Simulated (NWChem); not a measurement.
**One shape, several levels: SiHF3 (SMILES F[SiH](F)F)**

Aim: a comparison of 6 runs (B3LYP/def2-SVPD, M06-2X/def2-SVPD, B2PLYP/def2-SVPD, BHLYP/def2-SVPD, CAM-B3LYP/def2-SVPD, PBE0/def2-SVPD) of SiHF3. 

The calculation is run with NWChem 7.3.0.

3 further runs of the same task are left out: 2 that didn't finish, 1 set aside as unsound or not needed.

## Step 1: The structure to begin with

SiHF3 has 5 atoms, charge 0, and is taken as a singlet. As SMILES, `F[SiH](F)F`. The Si2–F4 distance was set to 3.460 Å, away from the relaxed value. At this shape a bond of the SMILES string is far longer than usual.

Bond lengths: F1–Si2 1.573 Å, Si2–F3 1.573 Å, Si2–H5 1.461 Å. Angles: F1–Si2–F3 108.3°, F1–Si2–H5 110.7°, F3–Si2–H5 110.7°.

## Step 2: The energy at B3LYP/def2-SVPD (run 1)

The input, sp.nw:

```
START sp
TITLE "F3HSi"
memory total 2200 mb
charge 0
GEOMETRY units angstrom noautosym nocenter noautoz
F      0.196830     1.435823     2.409794
Si     0.684630     1.519723     0.916694
F      0.046830     2.799423     0.261294
F     -0.495900    -1.263300    -0.767200
H      2.143330     1.580423     0.853394
END
BASIS "ao basis" spherical bse
* library def2-SVPD
END
DFT
xc b3lyp
grid fine
convergence energy 1e-08
iterations 100
mulliken
print low
END
TASK dft energy
```

Run with:

```sh
$ nwchem sp.nw > sp.out
```

Output:

```text
[...]
 d= 0,ls=0.0,diis     1   -589.0225552866 -7.40D+02  6.15D-02  1.68D+00     1.1
[...]
 d= 0,ls=0.0,diis    21   -589.2912147767 -2.30D-09  8.52D-07  6.88D-11    26.2
         Total DFT energy =     -589.291214776715
      One electron energy =    -1118.571697614511
           Coulomb energy =      430.669673513901
    Exchange-Corr. energy =      -52.555613031520
 Nuclear repulsion energy =      151.166422355415
[...]
      Total Density - Mulliken Population Analysis
     ---------------------------------------------
    Atom       Charge   Shell Charges
 -----------   ------   -------------------------------------------------------
    1 F    9     9.50   1.99  1.14  0.77  0.13  3.35  1.93  0.17  0.01  0.01
    2 Si  14    12.50   2.00  1.98  1.03 -0.31  0.09  5.92  1.01  0.38  0.37  0.01
    3 F    9     9.50   1.99  1.14  0.77  0.13  3.35  1.93  0.17  0.01  0.01
    4 F    9     9.56   1.99  1.16  0.80  0.06  3.25  1.95  0.35  0.00  0.00
    5 H    1     0.93   0.72  0.19  0.01  0.02
[...]
```

Run time: 27 s. Hardware: 1 thread of Intel Xeon 6975P-C (Granite Rapids), shared host; peak memory 0.11 GiB.

## Step 3: The energy at M06-2X/def2-SVPD (run 2)

The input, run.py:

```python
from ase import Atoms
from ase.calculators.nwchem import NWChem

system = Atoms(['F', 'Si', 'F', 'F', 'H'], positions=[
    [0.196830, 1.435823, 2.409794],
    [0.684630, 1.519723, 0.916694],
    [0.046830, 2.799423, 0.261294],
    [-0.495900, -1.263300, -0.767200],
    [2.143330, 1.580423, 0.853394],
])

calc = NWChem(
    label='sp',
    theory='dft',
    memory='2200 mb',
    basis='def2-SVPD',
    basispar='spherical bse',
    dft={'xc': 'm06-2x', 'mult': '1', 'grid': 'fine', 'convergence': 'energy 1e-08', 'iterations': '100', 'mulliken': None, 'print': 'low'},
    task='energy',
)
system.calc = calc

e = system.get_potential_energy()
print(f"E = {e:.6f} eV")
```

Run with:

```sh
$ export ASE_NWCHEM_COMMAND="nwchem PREFIX.nwi > PREFIX.nwo"
$ python run.py
```

Output:

```text
E = -16030.941820 eV
```

The calculator wrote sp.nwi:

```
title "sp"

permanent_dir sp

scratch_dir sp

start sp

geometry units angstrom nocenter noautosym noautoz
  F  1.9683000000000000e-01 1.4358230000000001e+00 2.4097940000000002e+00
  Si 6.8462999999999996e-01 1.5197229999999999e+00 9.1669400000000001e-01
  F  4.6829999999999997e-02 2.7994230000000000e+00 2.6129400000000003e-01
  F  -4.9590000000000001e-01 -1.2633000000000001e+00 -7.6719999999999999e-01
  H  2.1433300000000002e+00 1.5804229999999999e+00 8.5339399999999999e-01
end

memory 2200 mb

basis spherical bse noprint
   * library def2-SVPD
end

dft
  xc m06-2x
  mult 1
  grid fine
  convergence energy 1e-08
  iterations 100
  mulliken
  print low
end

task dft energy
```

sp.nwo:

```text
Northwest Computational Chemistry Package (NWChem) 7.3.0
             --------------------------------------------------------

           Job information
           ---------------

    nwchem branch   = 7.3.0
    use scalapack   = T
    input           = sp.nwi
    prefix          = sp.
    data base       = sp/sp.db
    status          = startup
    nproc           =        1

           Memory information
           ------------------

[... 5 lines left out ...]
    hardfail = no
[... 38 lines left out ...]
            Nuclear Dipole moment (a.u.)
[... 78 lines left out ...]
         Total DFT energy =     -589.126250526574
[... 1 line left out ...]
           Coulomb energy =      430.584110771681
[... 1 line left out ...]
 Nuclear repulsion energy =      151.166422355415
[... 17 lines left out ...]
     -------------------------------------------
      Total Density - Lowdin Population Analysis
     -------------------------------------------

    Atom       Charge   Shell Charges
 -----------   ------   -------------------------------------------------------
    1 F    9     9.35   1.98  0.99  0.66  0.14  3.19  1.98  0.29  0.01  0.12
    2 Si  14    12.70   2.00  1.88  0.39  0.18  0.12  5.80  0.96  0.51  0.58  0.28
    3 F    9     9.35   1.98  0.99  0.66  0.14  3.19  1.98  0.29  0.01  0.12
    4 F    9     9.60   1.98  1.04  0.80  0.18  3.13  2.05  0.43  0.00  0.00
    5 H    1     1.00   0.57  0.30  0.02  0.11

 Task  times  cpu:       24.7s     wall:       24.7s
 Total times  cpu:       24.7s     wall:       24.7s
```

Wall time 26 s (1 thread of Intel Xeon 6975P-C (Granite Rapids), shared host); peak memory 0.11 GiB.

Runs 3 to 5 aren't shown in full; the table further down has their settings and results.

## Step 4: A single-point energy at PBE0/def2-SVPD (run 6)

The input, geom.xyz:

```xyz
5
F3HSi
F      0.196830     1.435823     2.409794
Si     0.684630     1.519723     0.916694
F      0.046830     2.799423     0.261294
F     -0.495900    -1.263300    -0.767200
H      2.143330     1.580423     0.853394
```

The input, geom.nw:

```
start geom
title "F3HSi"
memory total 2200 mb

geometry units angstrom noautosym nocenter noautoz
load geom.xyz
end

basis "ao basis" spherical bse
F library def2-SVPD
Si library def2-SVPD
H library def2-SVPD
end

dft
xc pbe0
grid fine
convergence energy 1e-08
iterations 100
mulliken
end

task dft energy
```

Run with:

```sh
$ nwchem geom.nw > geom.out
```

Output:

```text
[...]
          Wavefunction type:  closed shell.
          No. of atoms     :     5
          No. of electrons :    42
[...]
          Charge           :     0
          Spin multiplicity:     1
[...]
          AO basis - number of functions:   101
[...]
              XC Information
              --------------
                         PBE0 Method XC Functional
                     Hartree-Fock (Exact) Exchange  0.250
          PerdewBurkeErnzerhof Exchange Functional  0.750
            Perdew 1991 LDA Correlation Functional  1.000 local
           PerdewBurkeErnz. Correlation Functional  1.000 non-local
[...]
 d= 0,ls=0.0,diis     1   -588.5900248320 -7.40D+02  6.45D-02  1.69D+00     1.3
[...]
 d= 0,ls=0.0,diis    17   -588.8526613312 -3.31D-10  2.35D-07  5.65D-10    17.1
         Total DFT energy =     -588.852661331224
      One electron energy =    -1118.579977848892
           Coulomb energy =      430.676943922468
    Exchange-Corr. energy =      -52.116049760216
 Nuclear repulsion energy =      151.166422355416
[...]
      Total Density - Mulliken Population Analysis
     ---------------------------------------------
    Atom       Charge   Shell Charges
 -----------   ------   -------------------------------------------------------
    1 F    9     9.52   1.99  1.14  0.78  0.12  3.34  1.96  0.17  0.01  0.02
    2 Si  14    12.44   2.00  1.98  1.00 -0.31  0.09  5.93  1.00  0.37  0.37  0.02
    3 F    9     9.52   1.99  1.14  0.78  0.12  3.34  1.96  0.17  0.01  0.02
    4 F    9     9.56   1.99  1.15  0.81  0.05  3.24  1.99  0.33  0.00  0.00
    5 H    1     0.97   0.70  0.23  0.01  0.03
[...]
```

Run time: 18 s. Hardware: 1 thread of Intel Xeon 6975P-C (Granite Rapids), shared host; peak memory 0.11 GiB.

## Step 5: The series

```tsv
run	level	frozen core orbitals	energy (Eh)	wall time
1	B3LYP/def2-SVPD	–	-589.291215	27 s
2	M06-2X/def2-SVPD	–	-589.126251	26 s
3	B2PLYP/def2-SVPD	8	-588.943018	16 s
4	BHLYP/def2-SVPD	–	-589.133542	16 s
5	CAM-B3LYP/def2-SVPD	–	-589.199369	51 s
6	PBE0/def2-SVPD	–	-588.852661	18 s
```

## Step 6: Summary of results

| quantity | value |
| --- | --- |
| run 6: total energy | -588.85266 Eh |
| run 6: dipole moment | 7.78 D |
| run 6: HOMO energy | -8.20 eV |
| run 6: LUMO energy | -5.77 eV |
| run 6: HOMO–LUMO gap | 2.44 eV |

In words: Over runs 3, 4, 5, 6 the dipole moment (its size) runs from 7.78 D (PBE0/def2-SVPD) to 8.80 D (B2PLYP/def2-SVPD). A double hybrid's value is that of its SCF part. Over runs 3, 4, 5, 6 the HOMO–LUMO gap runs from 2.44 eV (PBE0/def2-SVPD) to 4.48 eV (CAM-B3LYP/def2-SVPD). Totals of different functionals can't be ranked against each other. In runs 1, 2, 3, 4, 5, 6 a closed-shell determinant meets a far-stretched bond, which it describes badly. All runs together took 2.6 min, the longest 51 s.
